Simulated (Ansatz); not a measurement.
# GaBGeH (doublet): trial inputs and their diagnosis at a displaced geometry (v2)

4 inputs are run for GaBGeH (doublet) as typed; the log has to tell whether the result can be used and what must change.

Program: Ansatz 0.2.0, Gaussian basis. Level of theory: the settings change from run to run. These are calculated values, not measurements.

30 further runs of the same task are left out: 1 for a known fault of the program, 17 that didn't finish, 12 set aside as unsound or not needed. Runs told in other sessions of the task aren't counted.

### 1 The geometry

The geometry is a PBE0/def2-TZVP stationary point (not a proven minimum) with its atoms shifted at random (size 0.100 Å). No spin-orbit coupling is included. The filled d shell of Ge, Ga may be among the frozen orbitals whatever the setting's name suggests.

4 atoms, charge 0, spin multiplicity 2.

Atoms are counted from 1 here; the program's logs count them from 0.

Bond lengths: B1–Ge2 1.910 Å, B1–Ga3 2.284 Å, B1–H4 1.110 Å, Ge2–Ga3 2.462 Å. Angles: Ge2–B1–Ga3 71.3°, Ge2–B1–H4 171.8°, Ga3–B1–H4 114.9°, B1–Ge2–Ga3 61.5°, B1–Ga3–Ge2 47.3°.

### 2 Try 1

The input, in.yaml:

```yaml
crystal:
  periodic: [false, false, false]
  atoms:
    - {symbol: B, position_ang: [0.002746, -0.146553, 1.233781]}
    - {symbol: Ge, position_ang: [-0.047254, -0.146553, 1.183781]}
    - {symbol: Ga, position_ang: [0.029367, -0.122377, -1.276973]}
    - {symbol: H, position_ang: [0.112475, 2.566380, -0.116025]}
basis:
  gaussian: {orbitals: cc-pVDZ}
magnetization: {spin_polarized: false, initial_magnetization: 1}
hamiltonian: {xc: hf}
accuracy: high
scf: {lower_state_search: light}
output: {forces: true, orbitals: {seedname: orbitals}}
```

The run is started by

```console
> ansatz run in.yaml --threads 1 --pin off --events-out ev --progress --plain --max-ram 2393MiB
```

Output:

```text
Functional definition: HF
  name "HF"
  cite "Fock, Z. Phys. 61, 126 (1930) doi:10.1007/BF01340294"
  parent pbe
  exchange = exact_x
  correlation = 0
1352 factors; integrals over basis functions are off by at most 4.4e-9 eV
mean field evaluation 1: about -89797.1426 eV, gradient 1.1e2 eV
mean field evaluation 2: about -89797.8068 eV, gradient 1.1e2 eV
mean field evaluation 4: about -89804.4796 eV, gradient 1.7e0 eV
mean field evaluation 8: about -89804.5112 eV, gradient 2.2e-1 eV
mean field evaluation 16: about -89804.5154 eV, gradient 1.9e-8 eV
mean field evaluation 32: about -89803.6082 eV, gradient 7.2e-1 eV
mean field evaluation 64: about -89802.9035 eV, gradient 4.1e0 eV
mean field evaluation 96: about -89801.8897 eV, gradient 6.4e0 eV
mean field -89804.51538908 eV, -3300.2550688618 hartree, gradient 3.2e-8 eV, S^2 0.750000; 1 other end points of the search recorded, 0 dependent functions left out
the calculation of the forces begins
reference -89804.51538908 eV, -3300.2550688618 hartree; 35, 34 occupied and 38, 39 virtual orbitals, 1352 factors
Total energy: -89804.51538908 eV, -3300.2550688618 hartree
Atom 0 at     0.002746    -0.146553     1.233781 Å, force 280595.236877     3.906188 280621.131459 eV/Å
Atom 1 at    -0.047254    -0.146553     1.183781 Å, force -280594.685289    -2.661107 -280621.273158 eV/Å
Atom 2 at     0.029367    -0.122377    -1.276973 Å, force    -0.537211     0.582669    -0.279984 eV/Å
Atom 3 at     0.112475     2.566380    -0.116025 Å, force    -0.014377    -1.827751     0.421682 eV/Å
Dipole moment:    -0.036777    -1.411849     1.346458 e Å
```

It took 9 s on 1 thread of Intel Xeon at 2.60GHz, shared host; peak memory 0.27 GiB.

**Diagnosis.** The run converged, which proves nothing about the input. One atom lies on top of another. The shortest distance is 0.07 Å, against 1.11 Å in the geometry of step 1. Its energy belongs to another geometry. Fix: restore its position.

### 3 Try 2

The input, in.yaml:

```yaml
crystal:
  periodic: [false, false, false]
  atoms:
    - {symbol: B, position_ang: [0.117621, 1.534671, 0.292432]}
    - {symbol: Ge, position_ang: [-0.047254, -0.146553, 1.183781]}
    - {symbol: Ga, position_ang: [0.029367, -0.122377, -1.276973]}
    - {symbol: H, position_ang: [0.112475, 2.566380, -0.116025]}
basis:
  gaussian: {orbitals: 6-31G}
magnetization: {spin_polarized: true, initial_magnetization: 5}
correlation: {method: mp2, electrons: outside_noble_gas}
accuracy: high
output: {forces: true}
```

The command is unchanged.

Output, cut to the lines that bear on the results:

```text
Functional definition: HF
  name "HF"
  cite "Fock, Z. Phys. 61, 126 (1930) doi:10.1007/BF01340294"
  parent pbe
[...]
1212 factors; integrals over basis functions are off by at most 1.6e-8 eV
[...]
mean field -109471.48600976 eV, -4023.0029084203 hartree, gradient 2.6e-8 eV, S^2 8.791635; 4 other end points of the search recorded, 0 dependent functions left out
29 core orbitals not correlated: weight in the atoms' cores, before any rotation towards them, 0.995 or more for the frozen orbitals, at most 0.004 for the correlated occupied ones
reference -109471.48600976 eV, -4023.0029084203 hartree; 8, 3 occupied and 32, 37 virtual orbitals, 1212 factors
second order -2.40572602 eV of doubles, -0.00000000 eV of singles
[...]
Total energy: -109473.89173578 eV, -4023.0913172209 hartree
Atom 0 at     0.117621     1.534671     0.292432 Å, force     0.665446     0.170856    -2.176372 eV/Å
Atom 1 at    -0.047254    -0.146553     1.183781 Å, force    -0.533352    -3.072349     4.423399 eV/Å
Atom 2 at     0.029367    -0.122377    -1.276973 Å, force     0.115677     0.508344    -1.949292 eV/Å
Atom 3 at     0.112475     2.566380    -0.116025 Å, force    -0.247771     2.393149    -0.297735 eV/Å
Dipole moment:    -0.038172    -0.405143    -0.179957 e Å
```

Run time: 12 s. Hardware: 1 thread of Intel Xeon at 2.60GHz, shared host; peak memory 0.26 GiB.

Diagnosis: The run converged, which proves nothing about the input. Far too many unpaired electrons are asked for. Its energy belongs to the state of multiplicity 6, not to the doublet that was meant. Cure: set initial_magnetization to that of the wanted state.

### 4 Try 3

The input, in.yaml:

```yaml
crystal:
  periodic: [false, false, false]
  atoms:
    - {symbol: B, position_ang: [0.117621, 1.534671, 0.292432]}
    - {symbol: Ge, position_ang: [-0.047254, -0.146553, 1.183781]}
    - {symbol: Ga, position_ang: [0.029367, -0.122377, -1.276973]}
    - {symbol: H, position_ang: [0.112475, 2.566380, -0.116025]}
basis:
  gaussian: {orbitals: 6-31G}
magnetization: {spin_polarized: false, initial_magnetization: 1}
correlation: {method: fic_mrcisd_q, electrons: valence, active_space: {window: {electrons: 3, orbitals: 3}, states: [{multiplicity: 2, irrep: Sigma, weights: [1]}]}}
accuracy: high
scf: {lower_state_search: off}
```

The command is unchanged.

Output:

```text
Functional definition: HF
  name "HF"
  cite "Fock, Z. Phys. 61, 126 (1930) doi:10.1007/BF01340294"
  parent pbe
  exchange = exact_x
  correlation = 0
these checks for a lower state are left out or cut short: stability, starts, cluster_reference, orbital_swaps, neighbouring_geometries, increment
1210 factors; integrals over basis functions are off by at most 1.6e-8 eV
mean field evaluation 1: about -109473.5488 eV, gradient 1.2e1 eV
mean field evaluation 2: about -109473.6047 eV, gradient 1.2e1 eV
mean field evaluation 4: about -109474.5007 eV, gradient 2.3e0 eV
mean field evaluation 8: about -109474.5419 eV, gradient 3.4e-1 eV
mean field evaluation 16: about -109474.5507 eV, gradient 4.7e-7 eV
mean field -109474.55073786 eV, -4023.1155351008 hartree, gradient 1.6e-8 eV, S^2 0.750000; 0 other end points of the search recorded, 0 dependent functions left out
reference -109474.55073786 eV, -4023.1155351008 hartree; 35, 34 occupied and 34, 35 virtual orbitals, 1210 factors
Error: the irrep Sigma is not accepted for these orbitals, which take A, or 1 to 1
```

Wall time 2.7 s (1 thread of Intel Xeon at 2.60GHz, shared host).

**Diagnosis.** The run stopped with an error. The symmetry label isn't among those of the (sub)group in which the program labels its orbitals. Fix: name an irrep that the log lists.

### 5 Try 4

The input, in.yaml:

```yaml
crystal:
  periodic: [false, false, false]
  atoms:
    - {symbol: B, position_ang: [0.117621, 1.534671, 0.292432]}
    - {symbol: Ge, position_ang: [-0.047254, -0.146553, 1.183781]}
    - {symbol: Ga, position_ang: [0.029367, -0.122377, -1.276973]}
    - {symbol: H, position_ang: [0.112475, 2.566380, -0.116025]}
basis:
  gaussian: {orbitals: cc-pVDZ}
magnetization: {spin_polarized: false, initial_magnetization: 1}
correlation: {active_space: {window: {electrons: 3, orbitals: 3}, states: [{multiplicity: 2, irrep: Sigma, weights: [1]}]}}
scf: {lower_state_search: light}
```

Same command.

Output:

```text
Functional definition: HF
  name "HF"
  cite "Fock, Z. Phys. 61, 126 (1930) doi:10.1007/BF01340294"
  parent pbe
  exchange = exact_x
  correlation = 0
1443 factors; integrals over basis functions are off by at most 2.3e-7 eV
mean field evaluation 1: about -109490.0413 eV, gradient 1.4e1 eV
mean field evaluation 2: about -109490.0467 eV, gradient 1.4e1 eV
mean field evaluation 4: about -109491.2693 eV, gradient 2.1e0 eV
mean field evaluation 8: about -109491.3164 eV, gradient 2.3e-2 eV
mean field evaluation 16: about -109491.2915 eV, gradient 1.1e0 eV
mean field evaluation 32: about -109490.9296 eV, gradient 9.8e-1 eV
mean field -109491.31638254 eV, -4023.7316611784 hartree, gradient 2.7e-6 eV, S^2 0.750000; 7 other end points of the search recorded, 0 dependent functions left out
reference -109491.31638254 eV, -4023.7316611784 hartree; 35, 34 occupied and 38, 39 virtual orbitals, 1443 factors
Error: the irrep Sigma is not accepted for these orbitals, which take A, or 1 to 1
```

It took 7.5 s on 1 thread of Intel Xeon at 2.60GHz, shared host; peak memory 0.25 GiB.

What is wrong: The run stopped with an error. The symmetry label isn't among those of the (sub)group in which the program labels its orbitals. To mend it, name an irrep that the log lists.

### 6 Summary

```
try                level                ended                                                                                            cause   time
  1    HF (ROHF)/cc-pVDZ            converged                                                                  one atom lies on top of another    9 s
  2     MP2 on UHF/6-31G            converged                                                    far too many unpaired electrons are asked for   12 s
  3  MRCISD+Q(3,3)/6-31G  stopped by an error  the symmetry label isn't among those of the (sub)group in which the program labels its orbitals  2.7 s
  4  CASSCF(3,3)/cc-pVDZ  stopped by an error  the symmetry label isn't among those of the (sub)group in which the program labels its orbitals  7.5 s
```

2 converged, 2 stopped by an error. The input that converges on a wrong geometry or spin is the dangerous one: no error points at it, so geometry and ⟨S²⟩ have to be checked.
